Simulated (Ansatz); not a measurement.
**F3H2O2Ta: basis-set convergence**

An exercise on one series of results from a longer session: the logs are not shown, and one member is left open.

Method: one geometry, several basis sets; program: Ansatz 0.2.0, Gaussian basis.

The runs, in order: PBE0-D4/def2-SVP; ωB97M-V/def2-SVP; PBE0-D4/def2-QZVPP; ωB97M-V/def2-QZVPP; the functionals' def2-TZVPP values are taken from earlier runs.

## The geometry

All runs share one geometry, relaxed beforehand with PBE0-D4 in a triple-zeta def2 set. Ta takes the def2 core potential; no spin-orbit term is included.

SMILES `[OH][Ta]([OH])([F])([F])[F]`, 8 atoms, charge 0, spin multiplicity 1.

Atoms are counted from 1 here; the program's logs count them from 0.

Bond lengths: O1–Ta2 1.882 Å, O1–H7 0.960 Å, Ta2–O3 1.883 Å, Ta2–F4 1.884 Å, Ta2–F5 1.872 Å, Ta2–F6 1.871 Å, O3–H8 0.953 Å. Angles: Ta2–O1–H7 124.8°, O1–Ta2–O3 94.7°, O1–Ta2–F4 91.4°, O1–Ta2–F5 116.8°, O1–Ta2–F6 116.8°, O3–Ta2–F4 173.8°, O3–Ta2–F5 90.1°, O3–Ta2–F6 90.2°, F4–Ta2–F5 87.0°, F4–Ta2–F6 87.1°, F5–Ta2–F6 126.2°, Ta2–O3–H8 164.0°.

Set-up of the first run:

Input file in.yaml:

```yaml
crystal:
  periodic: [false, false, false]
  atoms:
    - {symbol: O, position_ang: [-1.021377, -1.072473, -0.826438]}
    - {symbol: Ta, position_ang: [-0.132015, 0.439569, -0.143951]}
    - {symbol: O, position_ang: [1.075298, -0.552049, 0.907010]}
    - {symbol: F, position_ang: [-1.246221, 1.597898, -1.127072]}
    - {symbol: F, position_ang: [1.293034, 1.109008, -1.155742]}
    - {symbol: F, position_ang: [-0.850436, 1.213426, 1.401026]}
    - {symbol: H, position_ang: [-0.803817, -1.981026, -0.606956]}
    - {symbol: H, position_ang: [1.777634, -0.811452, 1.496325]}
basis:
  gaussian: {orbitals: def2-SVP}
hamiltonian: {xc: pbe0, dispersion: d4}
output: {orbitals: {seedname: orbitals}}
```

Steps of the session up to this table: PBE0-D4 in def2-SVP; ωB97M-V in def2-SVP; PBE0-D4 in def2-QZVPP; ωB97M-V in def2-QZVPP.

One of the session's tables, all rows but one given; the rest of the session is left out.

It belongs to the step «Density functionals: the series». 

| functional | basis | HOMO (eV) |
| --- | --- | --- |
| PBE0-D4 | def2-SVP | -10.15 |
| PBE0-D4 | def2-TZVPP | -10.21 |
| PBE0-D4 | def2-QZVPP | -10.25 |
| ωB97M-V | def2-SVP | -12.57 |
| ωB97M-V | def2-TZVPP | -12.65 |
| ωB97M-V | def2-QZVPP | ? |

Q: Estimate the row for ωB97M-V, def2-QZVPP from the others.

As computed: HOMO (eV): -12.70. In the column «HOMO (eV)» it is the lowest.
